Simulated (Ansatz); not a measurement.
**triplet AlSiH3Cl2 at 6 levels**

Wanted: a comparison of 6 runs (UHF/STO-3G, UB3LYP/6-31G*, U-revPBE/def2-SVP, UB3LYP/def2-SVP, UBLYP/def2-SVP, UCAM-B3LYP/def2-SVP) of triplet AlSiH3Cl2. 

The results are computed with Ansatz 0.2.0.

45 further runs of the same task are left out: 45 set aside as unsound or not needed. Runs told in other sessions of the task aren't counted.

## (1) Starting point

AlSiH3Cl2 has 7 atoms, charge 0, and is taken as a triplet. As SMILES of the parent species, `[SiH3][Al]([Cl])[Cl]`. The shape is that of a PBE0-D4/def2-TZVP optimisation. That shape belongs to the parent species and isn't relaxed for this state.

Bond lengths: Si1–Al2 2.433 Å, Al2–Cl3 2.091 Å, Al2–Cl4 2.091 Å, Si1–H5 1.486 Å, Si1–H6 1.488 Å, Si1–H7 1.488 Å. Angles: Si1–Al2–Cl3 120.8°, Si1–Al2–Cl4 122.3°, Cl3–Al2–Cl4 117.0°, Al2–Si1–H5 111.1°, Al2–Si1–H6 109.7°, Al2–Si1–H7 109.5°, H5–Si1–H6 109.1°, H5–Si1–H7 109.0°, H6–Si1–H7 108.3°.

## (2) The energy at UHF/STO-3G (run 1)

Contents of run.yaml:

```yaml
crystal:
  periodic: [false, false, false]
  atoms:
    - {symbol: Si, position_ang: [-0.434800, 0.999700, -0.278300]}
    - {symbol: Al, position_ang: [0.497800, -1.172400, 0.296300]}
    - {symbol: Cl, position_ang: [2.290200, -1.318600, 1.363300]}
    - {symbol: Cl, position_ang: [-0.432100, -2.964700, -0.245300]}
    - {symbol: H, position_ang: [-1.709600, 0.853800, -1.028500]}
    - {symbol: H, position_ang: [-0.687900, 1.781100, 0.962600]}
    - {symbol: H, position_ang: [0.537600, 1.753200, -1.115800]}
basis:
  gaussian: {orbitals: STO-3G}
output: {orbitals: {seedname: orbitals}}
accuracy: high
magnetization: {spin_polarized: true, initial_magnetization: 2}
hamiltonian: {xc: hf}
```

Run with:

```bash
$ ansatz run run.yaml --threads 1 --pin off --max-ram 2610MiB --events-out events.jsonl --progress --plain --runs-dir runs
```

Output:

```text
Warning: RAYON_NUM_THREADS=1 ignored (pool sized by the plan → 1); use --threads N
Functional definition: HF
  name "HF"
  exchange = exact_x
  correlation = 0
747 factors; integrals over basis functions are off by at most 8.6e-9 eV
mean field evaluation 1: about -39058.2608 eV, gradient 1.4e1 eV
mean field evaluation 2: about -39058.3260 eV, gradient 1.4e1 eV
mean field evaluation 4: about -39060.6451 eV, gradient 1.4e0 eV
mean field evaluation 8: about -39060.7161 eV, gradient 2.4e-2 eV
mean field evaluation 16: about -39060.7750 eV, gradient 1.1e-1 eV
mean field evaluation 32: about -39060.6952 eV, gradient 8.9e-2 eV
mean field evaluation 64: about -39060.7624 eV, gradient 1.7e-1 eV
mean field evaluation 96: about -39058.2395 eV, gradient 2.2e0 eV
mean field evaluation 128: about -39060.7131 eV, gradient 3.7e-7 eV
mean field -39060.77534070 eV, -1435.4570174262 hartree, gradient 2.4e-8 eV, S^2 2.007683; 5 other end points of the search recorded, 0 dependent functions left out
reference -39060.77534070 eV, -1435.4570174262 hartree; 33, 31 occupied and 6, 8 virtual orbitals, 747 factors
Total energy: -39060.77534070 eV, -1435.4570174262 hartree
```

Run time: 2.2 s. Hardware: 1 thread of Arm Neoverse V2, shared host; peak memory 0.13 GiB.

## (3) The energy at UB3LYP/6-31G(d) (spherical functions) (run 2)

Contents of molecule.yaml:

```yaml
crystal:
  periodic: [false, false, false]
  atoms:
    - {symbol: Si, position_ang: [-0.434800, 0.999700, -0.278300]}
    - {symbol: Al, position_ang: [0.497800, -1.172400, 0.296300]}
    - {symbol: Cl, position_ang: [2.290200, -1.318600, 1.363300]}
    - {symbol: Cl, position_ang: [-0.432100, -2.964700, -0.245300]}
    - {symbol: H, position_ang: [-1.709600, 0.853800, -1.028500]}
    - {symbol: H, position_ang: [-0.687900, 1.781100, 0.962600]}
    - {symbol: H, position_ang: [0.537600, 1.753200, -1.115800]}
basis:
  gaussian: {orbitals: 6-31G_st_-spherical.json}
total_charge: 0
magnetization: {spin_polarized: true, initial_magnetization: 2}
hamiltonian: {xc: {name: B3LYP}}
accuracy: high
output: {orbitals: {seedname: orbitals}}
```

The basis set 6-31G* is read from a file made from the Basis Set Exchange's data (not shown).

Run with:

```bash
$ ansatz run molecule.yaml --threads 1 --pin off --max-ram 2610MiB --events-out events.jsonl --progress --plain --runs-dir runs
```

Output:

```text
Warning: RAYON_NUM_THREADS=1 ignored (pool sized by the plan → 1); use --threads N
Functional definition: B3LYP
  name "B3LYP"
  parameter a0 = 0.2
  parameter ax = 0.72
  parameter ac = 0.81
  exchange = (1 - a0 - ax)*slater_x + ax*b88_x + a0*exact_x
  correlation = (1 - ac)*vwn_rpa_c + ac*lyp_c
1622 factors; integrals over basis functions are off by at most 6.1e-9 eV
mean field evaluation 1: about -39566.7225 eV, gradient 1.1e1 eV
mean field evaluation 2: about -39566.4946 eV, gradient 1.3e1 eV
mean field evaluation 4: about -39567.5274 eV, gradient 4.1e-1 eV
mean field evaluation 8: about -39567.6771 eV, gradient 1.4e-1 eV
mean field evaluation 16: about -39567.6774 eV, gradient 4.0e-4 eV
mean field evaluation 32: about -39566.6256 eV, gradient 6.6e0 eV
mean field -39567.67737900 eV, -1454.0853237432 hartree, gradient 6.6e-8 eV, S^2 2.002560; 2 other end points of the search recorded, 0 dependent functions left out
reference -39567.67742338 eV, -1454.0853253742 hartree; 33, 31 occupied and 45, 47 virtual orbitals, 1622 factors
Total energy: -39567.67742338 eV, -1454.0853253742 hartree
```

It took 20 s on 1 thread of Arm Neoverse V2, shared host; peak memory 0.41 GiB.

Runs 3 to 5 aren't shown in full; the table further down has their settings and results.

## (4) A single-point energy at UCAM-B3LYP/def2-SVP (run 6)

Contents of input.yaml:

```yaml
crystal:
  periodic: [false, false, false]
  atoms:
    - {symbol: Si, position_ang: [-0.434800, 0.999700, -0.278300]}
    - {symbol: Al, position_ang: [0.497800, -1.172400, 0.296300]}
    - {symbol: Cl, position_ang: [2.290200, -1.318600, 1.363300]}
    - {symbol: Cl, position_ang: [-0.432100, -2.964700, -0.245300]}
    - {symbol: H, position_ang: [-1.709600, 0.853800, -1.028500]}
    - {symbol: H, position_ang: [-0.687900, 1.781100, 0.962600]}
    - {symbol: H, position_ang: [0.537600, 1.753200, -1.115800]}
basis:
  gaussian: {orbitals: def2-SVP}
output: {orbitals: {seedname: orbitals}}
accuracy: high
magnetization: {spin_polarized: true, initial_magnetization: 2}
hamiltonian: {xc: {name: CAM-B3LYP}}
```

Run with:

```bash
$ ansatz run input.yaml --threads 1 --pin off --max-ram 2610MiB --events-out events.jsonl --progress --plain --runs-dir runs
```

Output (excerpt; [...] marks lines left out):

```text
Warning: RAYON_NUM_THREADS=1 ignored (pool sized by the plan → 1); use --threads N
Functional definition: CAM-B3LYP
  name "CAM-B3LYP"
[...]
1713 factors; integrals over basis functions are off by at most 5.6e-9 eV
453 factors; integrals over basis functions are off by at most 1.9e-9 eV
[...]
mean field -39555.99654716 eV, -1453.6560610906 hartree, gradient 5.0e-8 eV, S^2 2.003434; 4 other end points of the search recorded, 0 dependent functions left out
reference -39555.99656761 eV, -1453.6560618422 hartree; 33, 31 occupied and 54, 56 virtual orbitals, 1713 factors
Total energy: -39555.99656761 eV, -1453.6560618422 hartree
```

Wall time 26 s (1 thread of Arm Neoverse V2, shared host); peak memory 0.53 GiB.

## (5) All runs side by side

| run | level | energy (Eh) | HOMO energy (eV) | ⟨S²⟩ | wall time |
| --- | --- | --- | --- | --- | --- |
| 1 | UHF/STO-3G | -1435.457017 | -1.98 | 2.008 | 2.2 s |
| 2 | UB3LYP/6-31G* (spherical functions) | -1454.085325 | -3.68 | 2.003 | 20 s |
| 3 | U-revPBE/def2-SVP | -1453.357047 | -3.06 | 2.003 | 18 s |
| 4 | UB3LYP/def2-SVP | -1453.703454 | -3.61 | 2.003 | 21 s |
| 5 | UBLYP/def2-SVP | -1453.615926 | -2.71 | 2.002 | 21 s |
| 6 | UCAM-B3LYP/def2-SVP | -1453.656062 | -4.84 | 2.003 | 26 s |

## (6) Outcome

```
                                 quantity           value
                      run 6: total energy  -1453.65606 Eh
run 6: HOMO energy (highest over α and β)        -4.84 eV
                              run 6: ⟨S²⟩           2.003
```

In words: Totals of different functionals can't be ranked against each other. In run 1 the basis is minimal, so the values are rough. All runs together took 1.8 min, the longest 26 s.
